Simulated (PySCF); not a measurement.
**Ge2: bond curves at several levels of theory**

The task here is to estimate one member of a computed series from the others.

The runs use PySCF 2.14.0; Ge def2-TZVPP, no relativity.

Set-up of the first run:

Settings of the job:

```
atoms                         : Ge, Ge
charge                        : 0
basis                         : Ge def2-TZVPP
Hamiltonian                   : no relativity
basis functions               : 96
electrons treated             : 64
masses in u                   : 73.9212, 73.9212
levels                        : PBE0, PBE, r²SCAN, M06-2X, B97-3, BHandHLYP, PBEsol, HSE06, HF, MP2, SCS-MP2, CCSD, CCSD(T)
grid                          : 80 radial by 434 angular points
occupations                   : held fixed by the projection of orbital angular momentum
dissociation limit            : Ge + Ge, each in its ground configuration
starting distance in angstrom : 2.320
values of 2S to try           : 0, 2, 4
```

On the command line:

```
$ OMP_NUM_THREADS=2 python dia.py task.json out
```

Steps of the session up to this table: Set-up; The PBE0 curve of the state that the search chose; Excited determinants; PBE; r²SCAN (meta-GGA); M06-2X; B97-3; BHandHLYP; PBEsol (GGA); HSE06 (range-separated hybrid); UHF (mean field); Adding correlation.

One of the session's tables, all rows but one given; the rest of the session is left out.

| level | Re (Å) | ωe (cm⁻¹) | De (eV) |
| --- | --- | --- | --- |
| UHF | 2.353 | 327 | 1.37 |
| UHF-MP2 | 2.363 | 304 | 2.75 |
| UHF-SCS-MP2 | 2.360 | 309 | 2.56 |
| UHF-CCSD | 2.367 | 308 | 2.61 |
| UHF-CCSD(T) | 2.381 | 296.4 | 2.79 |
| PBE | 2.421 | 273.0 | 3.21 |
| PBEsol | 2.400 | 279.6 | 3.44 |
| r²SCAN | 2.386 | 289.3 | 3.12 |
| PBE0 | ? | ? | ? |
| B97-3 | 2.403 | 288.5 | 2.91 |
| HSE06 | 2.388 | 292.1 | 3.04 |
| BHandHLYP | 2.370 | 305 | 2.64 |
| M06-2X | 2.385 | 303 | 2.87 |

**Question.** Estimate the row for PBE0.

As computed: Re (Å): 2.383; ωe (cm⁻¹): 294.8; De (eV): 2.97. In the column «Re (Å)» it lies between UHF-CCSD(T) (2.381) and M06-2X (2.385).
